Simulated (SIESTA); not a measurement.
**NiMoIrPdW under changes of volume**

One of the cells (16.308 Å³/atom); the others are scaled copies at fixed shape and fractional positions:

```
CELL_PARAMETERS angstrom
4.14432 0.00000 0.00000
-2.07216 3.58908 0.00000
0.00000 0.00000 5.48187
ATOMIC_POSITIONS crystal
Ni 0.00000 0.00000 0.95775
Mo 0.66667 0.33333 0.96161
Pd 0.66667 0.33333 0.46295
Ir 0.33333 0.66667 0.72572
W 0.33333 0.66667 0.23642
```

The cell was built by a generator and needn't be a form met in nature.

| Quantity | Value |
| --- | --- |
| Program | SIESTA 5.4.2 |
| Functional | PBE |
| Potentials or basis | PseudoDojo 0.4 standard (PBE files) |
| Basis | DZP (energy shift 0.003 Ry; two zetas on semicore shells) |
| Grid cutoff | 800 Ry |
| Energy shift | 0.003 Ry |
| k mesh | 8 × 8 × 5 |
| Occupations | fermi-dirac, width 0.05 eV |
| Spin | collinear spin, ferromagnetic start |
| Starting moments | [1.0, 1.0, 0.0, 0.6, 0.0] μB |

```csv
volume (Å³/atom),energy over the lowest point (meV/atom),pressure (GPa),largest force (eV/Å)
15.029,65.37,20.0,0.442
15.348,32.03,13.6,0.343
15.668,10.89,7.8,0.210
16.308,0.00,-1.9,0.138
16.628,?,?,?
16.947,23.52,-9.6,0.212
```

Q: What does the run at 16.628 Å³/atom give?

A: Energy over the lowest point 7.94 meV/atom; pressure -5.9 GPa; largest force 0.171 eV/Å.

Worked out: A Birch-Murnaghan fit of order 3 (a polynomial in V^(-2/3)) to the other rows has its minimum at 16.17 Å³/atom with B0 = V·E''(V) = 228 GPa and B' = 5.0 at fixed shape and positions, which overstates the stiffness. It gives 7.98 meV/atom at 16.628 Å³/atom, against the run's 7.94, and -dE/dV = -6.0 GPa, against -5.9.

Energies are extrapolated to zero smearing.

Caveats: short orbitals over semicore shells can move pressures by several GPa; the basis of atomic orbitals isn't converged, which shifts pressures, moduli and gaps.
